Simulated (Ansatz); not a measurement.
Run this with Ansatz 0.2.0 through its Python package and show what comes out.

Input file `input.yaml`:
```yaml
crystal:
  periodic: [false, false, false]
  atoms:
    - { symbol: C, position_ang: [-1.3063, 0.6178, 0.2811] }
    - { symbol: C, position_ang: [0.0448, 0.2964, -0.2406] }
    - { symbol: C, position_ang: [1.0582, 0.6505, 0.8195] }
    - { symbol: Si, position_ang: [0.2505, -1.4915, -0.8415] }
    - { symbol: Cl, position_ang: [0.3924, 1.3111, -1.7147] }
    - { symbol: H, position_ang: [-1.4147, 1.7362, 0.5511] }
    - { symbol: H, position_ang: [-1.5938, 0.0738, 1.158] }
    - { symbol: H, position_ang: [-2.0877, 0.4971, -0.4953] }
    - { symbol: H, position_ang: [2.1186, 0.4732, 0.5316] }
    - { symbol: H, position_ang: [1.0343, 1.7079, 1.1402] }
    - { symbol: H, position_ang: [0.9261, 0.0576, 1.7648] }
    - { symbol: H, position_ang: [-0.0727, -2.4094, 0.3202] }
    - { symbol: H, position_ang: [1.4913, -1.7742, -1.3663] }
    - { symbol: H, position_ang: [-0.854, -1.7758, -1.8793] }
basis:
  gaussian: { orbitals: def2-SVP }
hamiltonian:
  xc: r2scan
output:
  forces: true
```

Script `run_deck.py`:
```python
"""C3H9ClSi through the session interface."""

import ansatz
import numpy as np
import pandas as pd


def main() -> None:
    session = ansatz.Session.from_deck("input.yaml")
    rep = session.plan(threads=1).execute().report

    print(f"E = {rep['free_energy_ev']:.6f} eV = {rep['free_energy_ev'] / 27.211386246:.7f} Ha")
    print("converged:", rep["converged"], " doubts:", rep["published_state_doubts"] or "none")
    symbols = ["C", "C", "C", "Si", "Cl", "H", "H", "H", "H", "H", "H", "H", "H", "H"]
    field = rep["mean_field"]
    print("<S^2> =", round(abs(field["state"]["spin_squared"]), 4), " all-electron relativity setting:", field["relativity"])
    print("passes:", field["passes"])
    if "symmetry" in field:
        print("occupied orbitals by irrep:", field["symmetry"]["occupied"])

    print("forces (eV/A)")
    for symbol, f in zip(symbols, rep["forces_ev_ang"]):
        print(f"  {symbol:2s} {f[0]:9.4f} {f[1]:9.4f} {f[2]:9.4f}")
    charges = rep["charge_distribution"]
    table = pd.DataFrame({"atom": symbols, "mulliken": charges["mulliken_charges_e"], "lowdin": charges["lowdin_charges_e"]})
    print(table.round(3).to_string())
    print("dipole (e A):", np.round(charges["dipole_moment_e_ang"], 4) + 0.0)


if __name__ == "__main__":
    main()
```

Running `python run_deck.py` prints:
```text
E = -23645.543971 eV = -868.9577134 Ha
converged: True  doubts: none
<S^2> = 0.0  all-electron relativity setting: none
passes: {'evaluations': 16, 'products': 12}
occupied orbitals by irrep: [{'A': 29}, {'A': 29}]
forces (eV/A)
  C    -1.7440    2.5258   -0.9884
  C     0.9027   -0.0780    0.5214
  C     1.5034   -0.1908    1.1300
  Si   -3.4966   -0.2123    0.6135
  Cl    0.0023    0.2473   -0.3215
  H     0.4694   -1.3139   -0.2287
  H    -0.0740   -0.7812    0.8128
  H     0.0929   -0.2996    0.1660
  H    -0.3652   -0.0482   -0.2035
  H    -0.3223    0.0306   -0.2497
  H    -0.2251    0.1589   -0.6108
  H     0.2253    0.1600   -0.1461
  H     2.4042   -0.3919   -0.9199
  H     0.6271    0.1933    0.4249
   atom  mulliken  lowdin
0     C     0.048   0.002
1     C    -0.487  -0.341
2     C     0.031  -0.007
3    Si     0.457   0.310
4    Cl    -0.135   0.202
5     H     0.048   0.019
6     H     0.048   0.007
7     H     0.051   0.008
8     H     0.048   0.008
9     H     0.045   0.003
10    H     0.051   0.021
11    H    -0.079  -0.081
12    H    -0.063  -0.080
13    H    -0.064  -0.072
dipole (e A): [-0.009  -0.0698  0.3509]
```

Total energies depend on the basis set; only differences at equal settings carry meaning. The geometry is a force-field or estimated start, not a minimum of this method, and the basis set is short of its limit. The Löwdin charges here are taken after orthogonalising the functions within each atom; they differ from plain Löwdin charges, and their signs can be unphysical. The whole script took 11 s on 1 thread of Arm Neoverse V1 (shared host), peak memory 0.28 GiB.

(Lines on the test bed's own set-up are left out of the output.)
